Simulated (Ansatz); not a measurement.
Crystal: WS.

```
CELL_PARAMETERS angstrom
3.00789 0.00000 0.00000
0.00000 3.00789 0.00000
0.00000 0.00000 3.00789
ATOMIC_POSITIONS crystal
W 0.50000 0.50000 0.50000
S 0.00000 0.00000 0.00000
```

The cell was built by a generator and needn't be a form met in nature.

- Program: Ansatz 0.2.0
- Task: relaxation of cell and atoms
- Functional: HSEsol
- Potentials or basis: Ansatz PAW
- Cutoff: 420 eV (not typed: the program's choice for these potentials)
- k mesh: 5 × 5 × 5
- Occupations: fermi-dirac, width 0.05 eV
- Spin: no spin polarisation

At the start: volume 13.61 Å³/atom.

Where does the relaxation end?

It ends after 6 steps and the volume is 12.96 Å³/atom (-4.7 %); space group Pm-3m (No. 221, to 0.05 Å).

Step by step:
| step | energy change (eV) | largest force (eV/Å) | volume (Å³) |
| --- | --- | --- | --- |
| 1 | 0.0000 | 0.0000 | 27.21 |
| 2 | -0.0264 | 0.0000 | 25.06 |
| 3 | -0.0543 | 0.0000 | 26.00 |
| 4 | -0.0546 | 0.0000 | 25.93 |
| 5 | -0.0546 | 0.0000 | 25.92 |
| 6 | -0.0540 | 0.0000 | 25.92 |

Final structure:
```cif
data_structure
_symmetry_space_group_name_H-M 'P 1'
_symmetry_Int_Tables_number 1
_cell_length_a 2.9596
_cell_length_b 2.9596
_cell_length_c 2.9596
_cell_angle_alpha 90.000
_cell_angle_beta 90.000
_cell_angle_gamma 90.000
_cell_volume 25.92
loop_
_atom_site_label
_atom_site_type_symbol
_atom_site_fract_x
_atom_site_fract_y
_atom_site_fract_z
_atom_site_occupancy
W1 W 0.50000 0.50000 0.50000 1
S1 S 0.00000 0.00000 0.00000 1
```

Caveat: the k mesh is coarse (spacing up to 0.42 Å⁻¹), so the values aren't converged, least of all with exact exchange; the plane-wave basis is chosen anew once the cell has moved, so the energies of steps on either side of that aren't comparable; the PAW data sets come from PBE, with cores solved anew for the run's functional, which leaves a small shift of forces and pressure.
